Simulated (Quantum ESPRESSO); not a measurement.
# TiSi2 (Fddd) in Quantum ESPRESSO: notebook

One crystal, TiSi2, is run at these levels: PBEsol, LDA; tasks: band structure, single point, equation of state.

All numbers are computed with Quantum ESPRESSO 7.5; they aren't measurements. Logs are shortened: lines on timing, memory, paths and dates and some standing lists are left out, and cuts for length are marked.

## 1. The structure

It takes space group Fddd (No. 70, orthorhombic). The conventional cell has a = 4.779 Å, b = 8.235 Å, c = 8.526 Å, α = 90.00°, β = 90.00°, γ = 90.00°. Ti (site symmetry 222) is surrounded by 10 Si at 2.55 to 2.78 Å. Si (site symmetry 2) is surrounded by 5 Si at 2.52 to 2.79 Å and 5 Ti at 2.55 to 2.78 Å.

The cell is a database's computed one.

## 2. Band structure, PBEsol

File pw.in:

```
&CONTROL
  calculation = 'scf'
  prefix = 'pwscf'
  outdir = './tmp'
  pseudo_dir = './pseudo'
  tprnfor = .true.
  tstress = .true.
  disk_io = 'low'
/
&SYSTEM
  ibrav = 0
  celldm(1) = 8
  nat = 6
  ntyp = 2
  ecutwfc = 45
  ecutrho = 360
  nbnd = 28
  occupations = 'smearing'
  smearing = 'fd'
  degauss = 0.00367493
/
&ELECTRONS
  conv_thr = 1.2d-09
  electron_maxstep = 120
  mixing_beta = 0.5
/
ATOMIC_SPECIES
Ti    47.8670 ti_pbesol_v1.4.uspp.F.UPF
Si    28.0850 si_pbesol_v1.uspp.F.UPF
CELL_PARAMETERS alat
  0.0000000000000   0.9726222665735   1.0069636757708
  0.5644403955252   0.0000000000000   1.0069636757708
  0.5644403955252   0.9726222665735   0.0000000000000
ATOMIC_POSITIONS crystal
Ti     0.7500000000    0.7500000000    0.7500000000
Ti     0.5000000000    0.5000000000    0.5000000000
Si     0.4125656100    0.0874343900    0.4125656100
Si     0.0874343900    0.4125656100    0.0874343900
Si     0.1625656100    0.8374343900    0.1625656100
Si     0.8374343900    0.1625656100    0.8374343900
K_POINTS automatic
7 7 7 0 0 0
```

File bands.in:

```
&CONTROL
  calculation = 'bands'
  prefix = 'pwscf'
  outdir = './tmp'
  pseudo_dir = './pseudo'
  disk_io = 'low'
  verbosity = 'high'
/
&SYSTEM
  ibrav = 0
  celldm(1) = 8
  nat = 6
  ntyp = 2
  ecutwfc = 45
  ecutrho = 360
  nbnd = 28
  occupations = 'smearing'
  smearing = 'fd'
  degauss = 0.00367493
/
&ELECTRONS
  conv_thr = 1d-08
  electron_maxstep = 120
  mixing_beta = 0.5
  diago_full_acc = .true.
  startingwfc = 'random'
/
ATOMIC_SPECIES
Ti    47.8670 ti_pbesol_v1.4.uspp.F.UPF
Si    28.0850 si_pbesol_v1.uspp.F.UPF
CELL_PARAMETERS alat
  0.0000000000000   0.9726222665735   1.0069636757708
  0.5644403955252   0.0000000000000   1.0069636757708
  0.5644403955252   0.9726222665735   0.0000000000000
ATOMIC_POSITIONS crystal
Ti     0.7500000000    0.7500000000    0.7500000000
Ti     0.5000000000    0.5000000000    0.5000000000
Si     0.4125656100    0.0874343900    0.4125656100
Si     0.0874343900    0.4125656100    0.0874343900
Si     0.1625656100    0.8374343900    0.1625656100
Si     0.8374343900    0.1625656100    0.8374343900
K_POINTS crystal
60
 0.0000000000  0.0000000000  0.0000000000 1
 0.1000000000  0.0000000000  0.1000000000 1
 0.2000000000  0.0000000000  0.2000000000 1
 0.3000000000  0.0000000000  0.3000000000 1
 0.4000000000  0.0000000000  0.4000000000 1
 0.5000000000  0.0000000000  0.5000000000 1
 0.6250000000  0.1250000000  0.5000000000 1
 0.7500000000  0.2500000000  0.5000000000 1
 0.8750000000  0.3750000000  0.5000000000 1
 1.0000000000  0.5000000000  0.5000000000 1
 0.9000000000  0.5000000000  0.4000000000 1
 0.8000000000  0.5000000000  0.3000000000 1
 0.7000000000  0.5000000000  0.2000000000 1
 0.6000000000  0.5000000000  0.1000000000 1
 0.5000000000  0.5000000000  0.0000000000 1
 0.4000000000  0.4000000000  0.0000000000 1
 0.3000000000  0.3000000000  0.0000000000 1
 0.2000000000  0.2000000000  0.0000000000 1
 0.1000000000  0.1000000000  0.0000000000 1
 0.0000000000  0.0000000000  0.0000000000 1
 0.0000000000  0.0515932145  0.0515932145 1
 0.0000000000  0.1031864289  0.1031864289 1
 0.0000000000  0.1547796434  0.1547796434 1
 0.0000000000  0.2063728579  0.2063728579 1
 0.0000000000  0.2579660724  0.2579660724 1
 0.0000000000  0.3095592868  0.3095592868 1
 0.0000000000  0.3611525013  0.3611525013 1
 0.0000000000  0.4127457158  0.4127457158 1
 0.0833333333  0.3846806210  0.4680139543 1
 0.1666666667  0.3566155262  0.5232821929 1
 0.2500000000  0.3285504314  0.5785504314 1
 0.3333333333  0.3004853366  0.6338186700 1
 0.4166666667  0.2724202418  0.6890869085 1
 0.5000000000  0.2443551471  0.7443551471 1
 0.5000000000  0.1832663603  0.6832663603 1
 0.5000000000  0.1221775735  0.6221775735 1
 0.5000000000  0.0610887868  0.5610887868 1
 0.5000000000  0.0000000000  0.5000000000 1
 1.0000000000  0.5000000000  0.5000000000 1
 1.0000000000  0.5872542842  0.5872542842 1
 0.0000000000  0.4127457158  0.4127457158 1
 0.0833333333  0.4698955720  0.3865622387 1
 0.1666666667  0.5270454282  0.3603787615 1
 0.2500000000  0.5841952844  0.3341952844 1
 0.3333333333  0.6413451406  0.3080118072 1
 0.4166666667  0.6984949968  0.2818283301 1
 0.5000000000  0.7556448529  0.2556448529 1
 0.5000000000  0.7045158824  0.2045158824 1
 0.5000000000  0.6533869118  0.1533869118 1
 0.5000000000  0.6022579412  0.1022579412 1
 0.5000000000  0.5511289706  0.0511289706 1
 0.5000000000  0.5000000000  0.0000000000 1
 0.5000000000  0.5000000000  0.5000000000 1
 0.4285714286  0.4285714286  0.4285714286 1
 0.3571428571  0.3571428571  0.3571428571 1
 0.2857142857  0.2857142857  0.2857142857 1
 0.2142857143  0.2142857143  0.2142857143 1
 0.1428571429  0.1428571429  0.1428571429 1
 0.0714285714  0.0714285714  0.0714285714 1
 0.0000000000  0.0000000000  0.0000000000 1
```

Potentials or basis: GBRV 1.5 PBEsol.

The run is started by

```console
$ OMP_NUM_THREADS=1 mpirun -n 2 pw.x -nk 2 -in pw.in > pw.out
$ OMP_NUM_THREADS=1 mpirun -n 2 pw.x -nk 2 -in bands.in > bands.out
```

pw.out:

```text
This program is part of the open-source Quantum ESPRESSO suite
     for quantum simulation of materials; please cite
         "P. Giannozzi et al., J. Phys.:Condens. Matter 21 395502 (2009);
         "P. Giannozzi et al., J. Phys.:Condens. Matter 29 465901 (2017);
         "P. Giannozzi et al., J. Chem. Phys. 152 154105 (2020);
     in publications or presentations arising from this work. More details at

     Message from routine setup:
     using ibrav=0 with symmetry is DISCOURAGED, use correct ibrav instead

     K-points division:     npool     =       2
     Subspace diagonalization in iterative solution of the eigenvalue problem:
     a serial algorithm will be used

     G-vector sticks info
     --------------------
     sticks:   dense  smooth     PW     G-vecs:    dense   smooth      PW
     Sum        2305    1153    347                65233    23105    3839

     Using Slab Decomposition

     bravais-lattice index     =            0
     lattice parameter (alat)  =       8.0000  a.u.
     unit-cell volume          =     566.0777 (a.u.)^3
     number of atoms/cell      =            6
     number of atomic types    =            2
     number of electrons       =        40.00
     number of Kohn-Sham states=           28
     kinetic-energy cutoff     =      45.0000  Ry
     charge density cutoff     =     360.0000  Ry
     scf convergence threshold =      1.2E-09
     mixing beta               =       0.5000
     number of iterations used =            8  plain     mixing
     Exchange-correlation= SLA  PW   PSX  PSC
                           (   1   4  10   8   0   0   0)

     celldm(1)=   8.000000  celldm(2)=   0.000000  celldm(3)=   0.000000
     celldm(4)=   0.000000  celldm(5)=   0.000000  celldm(6)=   0.000000

     crystal axes: (cart. coord. in units of alat)
               a(1) = (   0.000000   0.972622   1.006964 )
               a(2) = (   0.564440   0.000000   1.006964 )
               a(3) = (   0.564440   0.972622   0.000000 )

     reciprocal axes: (cart. coord. in units 2 pi/alat)
               b(1) = ( -0.885833  0.514074  0.496542 )
               b(2) = (  0.885833 -0.514074  0.496542 )
               b(3) = (  0.885833  0.514074 -0.496542 )

     PseudoPot. # 1 for Ti read from file:
     ti_pbesol_v1.4.uspp.F.UPF
     Pseudo is Ultrasoft + core correction, Zval = 12.0
     Generated by new atomic code, or converted to UPF format
     Using radial grid of  851 points,  6 beta functions with:
                l(1) =   0
                l(2) =   0
                l(3) =   1
                l(4) =   1
                l(5) =   2
                l(6) =   2
[... 156 lines left out ...]

     iteration #  5     ecut=    45.00 Ry     beta= 0.50
     Davidson diagonalization with overlap
     c_bands:  1 eigenvalues not converged
     ethr =  3.48E-06,  avg # of iterations =  8.1

     negative rho (up, down):  7.007E-04 0.000E+00

     total energy              =    -276.82520416 Ry
     estimated scf accuracy    <       0.00092105 Ry
[... 46 lines left out ...]
     iteration # 11     ecut=    45.00 Ry     beta= 0.50
     Davidson diagonalization with overlap
     ethr =  3.70E-12,  avg # of iterations =  3.8

     negative rho (up, down):  6.964E-04 0.000E+00

     End of self-consistent calculation

          k = 0.0000 0.0000 0.0000 (  2905 PWs)   bands (ev):

   -43.4671 -43.4378 -19.9559 -19.9545 -19.8642 -19.8491 -19.8389 -19.8267
    -0.0590   5.8360   6.8038   7.1276   7.4790   8.7674   8.8082  10.0338
    10.2508  10.4752  10.7566  11.1777  11.5884  14.6064  15.6682  15.8904
    15.9520  16.0057  16.2445  16.3236
[... 213 lines left out ...]
   -43.4606 -43.4441 -19.9602 -19.9158 -19.9112 -19.8471 -19.8374 -19.8262
     0.7704   3.7633   5.7130   7.1225   8.7775   8.9333   9.0111  10.2991
    10.4300  10.8811  11.2913  11.4019  11.8316  13.7933  15.2229  15.4917
    15.5420  15.9129  15.9750  16.6181

          k = 0.5062-0.0000 0.1419 (  2879 PWs)   bands (ev):

   -43.4604 -43.4441 -19.9661 -19.9640 -19.8708 -19.8596 -19.8234 -19.8226
     1.8788   3.9005   4.2543   6.2117   7.4267   7.5000   9.5718  10.4759
    10.8073  12.3242  12.5376  12.9986  13.4167  13.7554  14.1371  14.7542
    15.1414  15.5416  15.7135  16.5601
[... 66 lines left out ...]
   -43.4560 -43.4486 -19.9524 -19.9306 -19.9016 -19.8685 -19.8307 -19.8206
     1.9722   2.9059   4.6218   6.6112   7.4824   8.9468  10.2015  10.6470
    10.7982  11.1717  11.3898  11.7680  13.6009  13.9552  15.0242  15.1390
    15.2432  15.5929  16.0317  16.5115

          k =-0.5062 0.0000 0.2837 (  2896 PWs)   bands (ev):

   -43.4579 -43.4467 -19.9563 -19.9442 -19.8909 -19.8624 -19.8315 -19.8208
     2.1381   3.2103   4.1381   6.4229   7.5373   8.4583   9.8624  10.5849
    10.9393  11.7113  11.8104  12.2195  13.7164  13.7847  14.8371  14.9327
    15.2154  15.6276  15.6708  16.6495
[... 101 lines left out ...]
   -43.4552 -43.4494 -19.9366 -19.9218 -19.9076 -19.8855 -19.8299 -19.8220
     1.8503   2.7989   5.3850   5.5758   8.7372   9.1833  10.0407  10.1759
    10.9378  10.9706  11.2310  11.4492  13.5952  14.0315  15.0137  15.3227
    15.3340  15.5440  15.8020  15.9858

          k =-0.5062 0.0000 0.4256 (  2888 PWs)   bands (ev):

   -43.4543 -43.4503 -19.9400 -19.9241 -19.9063 -19.8826 -19.8291 -19.8234
     2.4246   2.7390   4.4649   5.2937   8.9651   9.5715  10.2429  10.5133
    10.8124  11.0132  11.1679  11.4728  13.8609  13.9447  14.9210  14.9549
    15.2397  15.4446  15.5184  15.8406
[... 10 lines left out ...]
   -43.4552 -43.4494 -19.9367 -19.9211 -19.9074 -19.8812 -19.8313 -19.8255
     1.7988   2.7168   5.4046   5.7122   9.0534   9.4677  10.2873  10.3553
    10.5391  10.6641  11.2091  11.5310  13.3951  13.9114  14.2316  14.6746
    15.3395  15.4878  16.1445  16.2810

          k = 0.0000-0.0000 0.4256 (  2898 PWs)   bands (ev):

   -43.4556 -43.4491 -19.9329 -19.9160 -19.9101 -19.8814 -19.8323 -19.8269
     1.3854   2.4127   7.3954   7.5931   7.6523   7.8081   9.2649   9.9862
    10.9636  10.9728  11.5115  11.5484  12.4462  13.8114  15.6840  15.8312
    15.9294  15.9875  16.0519  16.2795

          k =-0.1265-0.0734 0.4965 (  2910 PWs)   bands (ev):

   -43.4530 -43.4516 -19.9352 -19.9280 -19.8958 -19.8857 -19.8304 -19.8265
     1.9929   2.0269   5.9914   6.9960   7.9179   9.2637   9.4660   9.9695
    10.8603  11.0683  11.5039  11.5409  13.4269  13.4980  14.6350  15.1885
    15.5664  15.7190  16.0688  16.2258

     the Fermi energy is    12.5228 ev

!    total energy              =    -276.82542979 Ry
     estimated scf accuracy    <          6.2E-10 Ry
     smearing contrib. (-TS)   =      -0.00148129 Ry
     internal energy E=F+TS    =    -276.82394849 Ry

     The total energy is F=E-TS. E is the sum of the following terms:
     one-electron contribution =     -91.23181670 Ry
     hartree contribution      =      64.26733144 Ry
     xc contribution           =     -53.43346677 Ry
     ewald contribution        =    -196.42599646 Ry

     convergence has been achieved in  11 iterations

     negative rho (up, down):  6.964E-04 0.000E+00

     Forces acting on atoms (cartesian axes, Ry/au):

     atom    1 type  1   force =     0.00000000    0.00000000   -0.00000000
     atom    2 type  1   force =     0.00000000    0.00000000   -0.00000000
     atom    3 type  2   force =    -0.00000000    0.00180190    0.00000000
     atom    4 type  2   force =     0.00000000   -0.00180190    0.00000000
     atom    5 type  2   force =     0.00000000    0.00180190   -0.00000000
     atom    6 type  2   force =    -0.00000000   -0.00180190    0.00000000

     Total force =     0.003604     Total SCF correction =     0.000005

     Computing stress (Cartesian axis) and pressure

     negative rho (up, down):  6.964E-04 0.000E+00
          total   stress  (Ry/bohr**3)                   (kbar)     P=      -19.87
  -0.00011751   0.00000000   0.00000000          -17.29        0.00        0.00
   0.00000000  -0.00021332  -0.00000000            0.00      -31.38       -0.00
   0.00000000  -0.00000000  -0.00007429            0.00       -0.00      -10.93

=------------------------------------------------------------------------------=
   JOB DONE.
=------------------------------------------------------------------------------=
```

Run time: 2.7 min. Hardware: 2 MPI ranks of Arm Neoverse V2, shared host; peak memory 0.44 GiB.

Results:

| Quantity | Value |
| --- | --- |
| Free energy | -3766.4018 eV |
| Pressure | -2.0 GPa |
| Largest force | 0.046 eV/Å |
| Band gap on the k mesh | none (metal or under the smearing width) |

Forces on the atoms (eV/Å):
```
Ti   0.000  0.000  0.000
Ti   0.000  0.000  0.000
Si   0.000  0.046  0.000
Si   0.000 -0.046  0.000
Si   0.000  0.046  0.000
Si   0.000 -0.046  0.000
```

Stress tensor (GPa, compression positive):
```
-1.73  0.00  0.00
 0.00 -3.14  0.00
 0.00  0.00 -1.09
```

Levels at the corners of the path, in eV from the Fermi level:
```csv
point,band 17,band 18,band 19,band 20,band 21,band 22,band 23,band 24
Γ,-2.27,-2.05,-1.77,-1.34,-0.93,2.08,3.15,3.37
Y,-2.34,-2.34,-0.87,-0.87,1.28,1.28,3.32,3.32
T,-1.12,-1.12,-0.65,-0.65,0.85,0.85,2.30,2.30
Z,-1.55,-1.55,-0.97,-0.97,0.75,0.75,3.25,3.25
Γ,-2.27,-2.05,-1.77,-1.34,-0.93,2.08,3.15,3.37
X,-1.34,-0.40,0.06,0.14,0.74,0.94,1.79,2.55
A1,-1.68,-1.68,-1.39,-1.39,1.42,1.42,2.16,2.16
Y,-2.34,-2.34,-0.87,-0.87,1.28,1.28,3.32,3.32
T,-1.12,-1.12,-0.65,-0.65,0.85,0.85,2.30,2.30
X1,-1.34,-0.40,0.06,0.14,0.74,0.94,1.79,2.55
X,-1.34,-0.40,0.06,0.14,0.74,0.94,1.79,2.55
A,-1.68,-1.68,-1.39,-1.39,1.42,1.42,2.16,2.16
Z,-1.55,-1.55,-0.97,-0.97,0.75,0.75,3.25,3.25
L,-1.92,-1.05,-0.02,0.15,1.00,1.39,1.69,2.27
Γ,-2.27,-2.05,-1.77,-1.34,-0.93,2.08,3.15,3.37
```

Caveat: some levels on the path didn't converge.

## 3. Single point, LDA, 13.14 Å³/atom

pw.in: that of step 2 with these lines changed.

```diff
@@ -7,3 +7,3 @@
   tstress = .true.
-  disk_io = 'low'
+  disk_io = 'nowf'
 /
@@ -11,3 +11,2 @@
   ibrav = 0
-  celldm(1) = 8
   nat = 6
@@ -27,8 +26,8 @@
 ATOMIC_SPECIES
-Ti    47.8670 ti_pbesol_v1.4.uspp.F.UPF
-Si    28.0850 si_pbesol_v1.uspp.F.UPF
-CELL_PARAMETERS alat
-  0.0000000000000   0.9726222665735   1.0069636757708
-  0.5644403955252   0.0000000000000   1.0069636757708
-  0.5644403955252   0.9726222665735   0.0000000000000
+Ti    47.8670 ti_lda_v1.4.uspp.F.UPF
+Si    28.0850 si_lda_v1.uspp.F.UPF
+CELL_PARAMETERS angstrom
+   0.0000000000    4.0334617761    4.1758755024
+   2.3407327166    0.0000000000    4.1758755024
+   2.3407327166    4.0334617761    0.0000000000
 ATOMIC_POSITIONS crystal
```

Potentials or basis: GBRV 1.5 LDA.

The run is started by

```console
$ OMP_NUM_THREADS=1 mpirun -n 2 pw.x -nk 2 -in pw.in > pw.out
```

Wall time 80 s (2 MPI ranks of Arm Neoverse V2, shared host); peak memory 0.4 GiB.

It converged, with:

```
Free energy            : -3772.7604 eV
Pressure               : 4.8 GPa
Largest force          : 0.102 eV/Å
Band gap on the k mesh : none (metal or under the smearing width)
```

[end of part 1 of 2]
